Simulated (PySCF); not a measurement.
# triplet AlCl2F: levels of theory compared

Wanted: a comparison of 6 runs (U-r2SCAN/def2-SVPD, UBLYP/def2-SVPD, UM06-2X/def2-SVPD, UPBE/def2-SVPD, USVWN5/def2-SVPD, UCCSD(T)/def2-SVPD) of triplet AlCl2F. The job is set up through a Python script.

The results are computed with PySCF 2.14.0.

1 further run of the same task is left out (set aside as unsound or not needed).

**1. Starting point**

The species is AlCl2F (4 atoms), meant as a triplet with charge 0. SMILES of the parent species: `[F][Al]([Cl])[Cl]`. The coordinates come from a PBE0-D4/def2-TZVP relaxation. That shape belongs to the parent species and isn't relaxed for this state.

Bond lengths: F1–Al2 1.633 Å, Al2–Cl3 2.065 Å, Al2–Cl4 2.065 Å. Angles: F1–Al2–Cl3 119.2°, F1–Al2–Cl4 119.2°, Cl3–Al2–Cl4 121.5°.

**2. A single-point energy at U-r2SCAN/def2-SVPD (run 1)**

The input, input.py:

```python
from pyscf import gto, dft

molecule = gto.M(
    atom=[
    ('F', (0.087420, 0.388220, 1.682350)),
    ('Al', (0.004800, 0.021530, 0.093600)),
    ('Cl', (1.223040, -1.463690, -0.663450)),
    ('Cl', (-1.315270, 1.053930, -1.112510)),
],
    spin=2,
    verbose=4,
    max_memory=1860,
    basis='def2-svpd',
)

myscf = dft.UKS(molecule)
myscf.xc = 'r2scan'
myscf.conv_tol = 1e-10
myscf.grids.level = 5
myscf.kernel()
if not myscf.converged:
    myscf = myscf.newton().run(myscf.mo_coeff, myscf.mo_occ)

e_final = myscf.e_tot
print('E(%s) = %.9f' % ('R2SCAN', e_final))
```

On the command line:

```bash
$ OMP_NUM_THREADS=1 python input.py
```

Standard output:

```text
PySCF version 2.14.0

[... 56 lines left out ...]
[... the frontier-level lines of each cycle are left out ...]
[... 11 lines left out ...]
[... 11 lines left out ...]
[... 11 lines left out ...]
[... 11 lines left out ...]
[... 11 lines left out ...]
[... 11 lines left out ...]
[... 1 line left out ...]
cycle= 13 E= -1262.10684288031  delta_E= -6.73e-10  |g|= 4.23e-05  |ddm|= 0.00026


cycle= 14 E= -1262.10684288126  delta_E= -9.49e-10  |g|= 1.02e-05  |ddm|= 0.000143


cycle= 15 E= -1262.1068428813  delta_E= -4.48e-11  |g|= 4.17e-06  |ddm|= 1.98e-05


Extra cycle  E= -1262.10684288112  delta_E= 1.82e-10  |g|= 1.91e-05  |ddm|= 3.36e-05
converged SCF energy = -1262.10684288112  <S^2> = 2.0056217  2S+1 = 3.0037455
E(R2SCAN) = -1262.106842881
```

It took 82 s on 1 thread of Arm Neoverse V1, shared host; peak memory 0.59 GiB.

**3. The energy at UBLYP/def2-SVPD (run 2)**

The input, run.py:

```python
from pyscf import gto, dft

mol = gto.M(
    atom='''
F      0.087420     0.388220     1.682350
Al     0.004800     0.021530     0.093600
Cl     1.223040    -1.463690    -0.663450
Cl    -1.315270     1.053930    -1.112510
''',
    basis='def2-svpd',
    max_memory=1860,
    spin=2,
    verbose=3,
)

ks = dft.UKS(mol)
ks.xc = 'blyp'
ks.grids.level = 5
ks.conv_tol = 1e-10
ks.kernel()
if not ks.converged:
    ks = ks.newton().run(ks.mo_coeff, ks.mo_occ)

energy = ks.e_tot
print('E(%s) = %.9f' % ('BLYP', energy))
```

On the command line:

```bash
$ OMP_NUM_THREADS=1 python run.py
```

Standard output:

```text
WARN: HOMO -0.0906689131461844 >= LUMO -0.343444675727306

WARN: HOMO -0.0956300386612399 >= LUMO -0.158470065655739

WARN: HOMO -0.105282719590558 >= LUMO -0.314377903394853

WARN: HOMO -0.100708524515134 >= LUMO -0.334609693229602

WARN: HOMO -0.10300197801133 >= LUMO -0.331849236698372

WARN: HOMO -0.102385832827098 >= LUMO -0.329027307022289

WARN: HOMO -0.102389676734905 >= LUMO -0.328843649723656

WARN: HOMO -0.102436217294139 >= LUMO -0.328875144905892

WARN: HOMO -0.102704570593446 >= LUMO -0.329030631927354

WARN: HOMO -0.102584630181353 >= LUMO -0.328932856403913

WARN: HOMO -0.102586826223569 >= LUMO -0.328962989049522

WARN: HOMO -0.102574630933394 >= LUMO -0.328960287611849

WARN: HOMO -0.102571379006189 >= LUMO -0.328955735321334

WARN: HOMO -0.10257131597882 >= LUMO -0.328952376133282

WARN: HOMO -0.1025719316221 >= LUMO -0.328953743439239

WARN: HOMO -0.102571868435722 >= LUMO -0.328953756945646

converged SCF energy = -1262.23290935769  <S^2> = 2.0024594  2S+1 = 3.0016391
E(BLYP) = -1262.232909358
```

It took 37 s on 1 thread of Arm Neoverse V1, shared host; peak memory 0.53 GiB.

**4. The energy at UM06-2X/def2-SVPD (run 3)**

The input, start.xyz:

```xyz
4
AlCl2F
F      0.087420     0.388220     1.682350
Al     0.004800     0.021530     0.093600
Cl     1.223040    -1.463690    -0.663450
Cl    -1.315270     1.053930    -1.112510
```

The input, calc.py:

```python
from pyscf import gto, dft

mol = gto.Mole()
mol.atom = 'start.xyz'
mol.spin = 2
mol.verbose = 4
mol.max_memory = 1860
mol.charge = 0
mol.basis = 'def2-svpd'
mol.build()

calc0 = dft.UKS(mol, xc='m06-2x')
calc0.conv_tol = 1e-10
calc0.grids.level = 5
calc0.kernel()
if not calc0.converged:
    calc0 = calc0.newton().run(calc0.mo_coeff, calc0.mo_occ)

e_final = calc0.e_tot
print('Final energy', e_final)
```

On the command line:

```bash
$ OMP_NUM_THREADS=1 python calc.py
```

Standard output:

```text
PySCF version 2.14.0

[... 60 lines left out ...]
[... the frontier-level lines of each cycle are left out ...]
[... 11 lines left out ...]
[... 11 lines left out ...]
[... 11 lines left out ...]
[... 11 lines left out ...]
[... 11 lines left out ...]
[... 11 lines left out ...]
[... 1 line left out ...]
cycle= 14 E= -1262.14069399667  delta_E= -8.01e-09  |g|= 9.03e-06  |ddm|= 0.000499


cycle= 15 E= -1262.14069399696  delta_E= -2.87e-10  |g|= 4.37e-06  |ddm|= 0.000104


cycle= 16 E= -1262.14069399698  delta_E= -2.71e-11  |g|= 1.52e-06  |ddm|= 1.85e-05


Extra cycle  E= -1262.14069399699  delta_E= -2.27e-12  |g|= 1.13e-06  |ddm|= 1.64e-05
converged SCF energy = -1262.14069399699  <S^2> = 2.0091357  2S+1 = 3.0060843
Final energy -1262.1406939969863
```

Run time: 89 s. Hardware: 1 thread of Arm Neoverse V1, shared host; peak memory 0.59 GiB.

Runs 4 to 5 aren't shown in full; the table further down has their settings and results.

**5. A single-point energy at UCCSD(T)/def2-SVPD (run 6)**

The input, input.py:

```python
from pyscf import gto, scf, cc

mol = gto.M(
    atom='''
F      0.165200     0.733629     3.179181
Al     0.009071     0.040686     0.176878
Cl     2.311211    -2.765973    -1.253739
Cl    -2.485500     1.991639    -2.102339
''',
    basis='def2-svpd',
    charge=0,
    unit='bohr',
    verbose=4,
    max_memory=1860,
    spin=2,
)

myscf = scf.UHF(mol)
myscf.conv_tol = 1e-10
myscf.kernel()
if not myscf.converged:
    myscf = myscf.newton().run(myscf.mo_coeff, myscf.mo_occ)

mycc = cc.CCSD(myscf, frozen=16)
mycc.kernel()
e_t = mycc.ccsd_t()
energy = mycc.e_tot + e_t
print('E(%s) = %.9f' % ('CCSD(T)', energy))
```

On the command line:

```bash
$ OMP_NUM_THREADS=1 python input.py
```

Standard output:

```text
PySCF version 2.14.0

[... 63 lines left out ...]
WARN: HOMO -0.17591912370693 >= LUMO -0.213268745865321
[... 29 lines left out ...]
WARN: HOMO -0.175874734232994 >= LUMO -0.209980748649123
[... 29 lines left out ...]
WARN: HOMO -0.175870005868554 >= LUMO -0.209882465103656
[... 29 lines left out ...]
WARN: HOMO -0.175870261822409 >= LUMO -0.209902565419429
[... 29 lines left out ...]
WARN: HOMO -0.175868866152936 >= LUMO -0.209897987174513
[... 53 lines left out ...]
UCCSD converged
[... 2 lines left out ...]
E(CCSD(T)) = -1260.474632768
```

Run time: 5.2 min. Hardware: 1 thread of Arm Neoverse V1, shared host; peak memory 2.3 GiB.

**6. The series**

```tsv
run	level	integration grid	frozen core orbitals	energy (Eh)	dipole moment (D) of the reference	HOMO energy (eV)	⟨S²⟩	wall time
1	U-r2SCAN/def2-SVPD	5	–	-1262.106843	2.09	-2.94	2.006	82 s
2	UBLYP/def2-SVPD	5	–	-1262.232909	1.90	-2.79	2.002	37 s
3	UM06-2X/def2-SVPD	5	–	-1262.140694	2.38	-4.21	2.009	89 s
4	UPBE/def2-SVPD	5	–	-1261.634305	1.85	-2.96	2.003	39 s
5	USVWN5/def2-SVPD	5	–	-1257.600368	1.89	-3.03	2.001	22 s
6	UCCSD(T)/def2-SVPD	–	16	-1260.474633	2.54	-4.79	2.038	5.2 min
```

**7. What came out**

```
                                                         quantity           value
                                              run 6: total energy  -1260.47463 Eh
                      run 6: dipole moment (Hartree–Fock density)          2.54 D
run 6: HOMO energy (Hartree–Fock orbitals) (highest over α and β)        -4.79 eV
              run 6: correlation energy (16 core orbitals frozen)      -599.7 mEh
                                            run 6: (T) correction      -19.36 mEh
                         run 6: ⟨S²⟩ of the reference determinant           2.038
                                             run 6: T1 diagnostic           0.022
```

What this shows: Over runs 1, 2, 3, 4, 5 the dipole moment (its size) runs from 1.85 D (UPBE/def2-SVPD) to 2.38 D (UM06-2X/def2-SVPD). Totals of different functionals can't be ranked against each other. All runs together took 9.7 min, the longest 5.2 min.
